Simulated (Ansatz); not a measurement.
**AlSnH₅S: small, medium and large basis sets**

Aim: see how fast density functionals converge with the basis set for AlSnH₅S.

Computed with Ansatz 0.2.0, Gaussian basis. Level: one geometry, several basis sets.

The runs, in order: PBE0-D4/def2-SVP; ωB97M-V/def2-SVP; PBE0-D4/def2-QZVPP; ωB97M-V/def2-QZVPP; the functionals' def2-TZVPP values are taken from earlier runs.

### Step 1. The relaxed structure

All runs share one geometry, relaxed beforehand with PBE0-D4 in a triple-zeta def2 set. Sn takes the def2 core potential; no spin-orbit term is included.

SMILES `[AlH2][S][SnH3]`, 8 atoms, charge 0, spin multiplicity 1.

Atoms are counted from 1 here; the program's logs count them from 0.

Bond lengths: Al1–S2 2.170 Å, Al1–H4 1.586 Å, Al1–H5 1.579 Å, S2–Sn3 2.412 Å, Sn3–H6 1.704 Å, Sn3–H7 1.703 Å, Sn3–H8 1.704 Å. Angles: S2–Al1–H4 118.5°, S2–Al1–H5 118.1°, H4–Al1–H5 123.5°, Al1–S2–Sn3 98.8°, S2–Sn3–H6 109.1°, S2–Sn3–H7 105.1°, S2–Sn3–H8 109.1°, H6–Sn3–H7 111.2°, H6–Sn3–H8 110.8°, H7–Sn3–H8 111.2°.

### Step 2. PBE0-D4 in def2-SVP

File in.yaml:

```yaml
crystal:
  periodic: [false, false, false]
  atoms:
    - {symbol: Al, position_ang: [-0.966736, 1.148595, -1.255983]}
    - {symbol: S, position_ang: [-1.236179, 0.537409, 0.809002]}
    - {symbol: Sn, position_ang: [0.700907, -0.882466, 1.031138]}
    - {symbol: H, position_ang: [0.287083, 0.591864, -2.051121]}
    - {symbol: H, position_ang: [-2.033969, 2.127120, -1.886750]}
    - {symbol: H, position_ang: [0.593256, -2.155023, -0.097513]}
    - {symbol: H, position_ang: [0.641617, -1.469310, 2.628939]}
    - {symbol: H, position_ang: [2.106319, 0.044711, 0.766287]}
basis:
  gaussian: {orbitals: def2-SVP}
hamiltonian: {xc: pbe0, dispersion: d4}
output: {orbitals: {seedname: orbitals}}
```

Run with:

```
ansatz run in.yaml --threads 2 --pin off --events-out ev --progress --plain --max-ram 4352MiB
```

After this run come: ωB97M-V in def2-SVP; PBE0-D4 in def2-QZVPP; ωB97M-V in def2-QZVPP.

**Question.** What will the summary of the whole plan be? Wanted: PBE0-D4: double and triple zeta above quadruple; ωB97M-V: double and triple zeta above quadruple.

**Answer**, as computed:

```
                                       quantity          value
PBE0-D4: double and triple zeta above quadruple  6.98, 0.59 eV
ωB97M-V: double and triple zeta above quadruple  7.00, 0.57 eV
```

For PBE0-D4 the step from double to triple zeta gains 6.39 eV and the next only 0.59 eV. These are total energies; as a rule much of such shifts cancels in differences, which this series doesn't test.
